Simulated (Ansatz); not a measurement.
# GeH4OTe, SMILES [OH][GeH2][TeH]: a short molecular-dynamics run

Computed with Ansatz 0.2.0, Python API.

Typed at the interpreter:
```pycon
>>> import ansatz as az
>>> import numpy as np
>>> params = {
...     "basis_set": "def2-SVP",
...     "functional": "b3lyp",
...     "n_steps": 40,
...     "temperature_k": 800,
... }
>>> geh4ote = (
...     az.Crystal.molecule()
...     .atom("O", (-1.3407, -0.4564, -0.8158))
...     .atom("Ge", (-0.1567, 0.6936, -0.162))
...     .atom("Te", (2.0648, -0.5192, -0.0379))
...     .atom("H", (-1.3279, -1.1652, -0.202))
...     .atom("H", (-0.0146, 1.9271, -1.1017))
...     .atom("H", (-0.5796, 1.1685, 1.2562))
...     .atom("H", (1.416, -1.7163, 1.0175))
... )
>>> setup = geh4ote.calculation()
>>> setup = setup.basis(gaussian=params["basis_set"])
>>> setup = setup.functional(params["functional"])
>>> setup = setup.md("nvt_langevin", timestep=0.5, steps=params["n_steps"], temperature=params["temperature_k"], initial_velocities="maxwell_boltzmann", seed=54, friction=0.02)
>>> frames = []
>>> setup.session().plan().execute(on_event=lambda e: frames.append(e["data"]) if e["event"] == "md_step" else None)
<ansatz.RunOutcome object at 0x...>
>>> print("t (fs)   E_pot (eV)      E_kin (eV)   T (K)   d(0-1) (A)")
t (fs)   E_pot (eV)      E_kin (eV)   T (K)   d(0-1) (A)
>>> for f in frames[::3]:
...     xyz = np.array(f["positions_ang"])
...     print(f"{f['time_fs']:6.2f} {f['lagrangian_ev']:14.5f} {f['e_kin_ev']:10.5f} {f['temperature_k']:8.1f} {np.linalg.norm(xyz[0] - xyz[1]):9.4f}")
...
  0.00   -65919.21013    0.62045    685.7    1.7753
  1.50   -65919.20679    0.60247    665.8    1.7679
  3.00   -65919.10483    0.65183    720.4    1.7586
  4.50   -65919.11708    0.68780    760.2    1.7539
  6.00   -65919.22806    0.82062    906.9    1.7564
  7.50   -65919.13466    0.71090    785.7    1.7622
  9.00   -65919.01681    0.58636    648.0    1.7686
 10.50   -65919.05494    0.64276    710.4    1.7731
 12.00   -65918.98028    0.61319    677.7    1.7781
 13.50   -65918.95442    0.55239    610.5    1.7839
 15.00   -65918.99178    0.59276    655.1    1.7917
 16.50   -65918.95080    0.46830    517.6    1.7998
 18.00   -65918.94885    0.51936    574.0    1.8009
 19.50   -65919.04494    0.61270    677.1    1.7995
>>> print("mean temperature", round(float(np.mean([f["temperature_k"] for f in frames])), 1), "K")
mean temperature 690.2 K
>>> symbols = [site.symbol for site in geh4ote.cartesian_sites]
>>> with open("last_frame.xyz", "w") as handle:
...     handle.write(f"{len(symbols)}\nt = {frames[-1]['time_fs']} fs\n")
...     handle.writelines("{:2s} {:10.5f} {:10.5f} {:10.5f}\n".format(s, *xyz) for s, xyz in zip(symbols, frames[-1]["positions_ang"]))
...
14
```

`last_frame.xyz`, as written:
```text
7
t = 20.0 fs
O    -1.46116   -0.53282   -0.75301
Ge   -0.25642    0.68693   -0.20599
Te    2.13324   -0.49161   -0.01861
H    -1.59482   -1.34841   -0.23205
H    -0.10565    1.34986   -1.62901
H    -0.67871    1.42458    1.08950
H     1.85121   -1.71909    1.17847
```

Notes:
- Total energies depend on the basis set; only differences at equal settings carry meaning.
- The trajectory is only some femtoseconds long, so its temperature is not equilibrated; where the script doesn't relax first, it starts from a rough generated geometry.
- def2 sets replace the cores of elements past krypton by effective core potentials.
- b3lyp holds the VWN-RPA fit, as in Gaussian; the form of ORCA and Turbomole is b3lyp5.
- The printed temperature counts all 3N degrees of freedom under Langevin dynamics, so the first row lies under the target.
- Timing: 4.1 min on 1 thread of Intel(R) Xeon(R) Platinum 8375C CPU @ 2.90GHz (Ice Lake) (shared host), peak memory 0.29 GiB.

(Lines on the test bed's own set-up are left out of the output.)
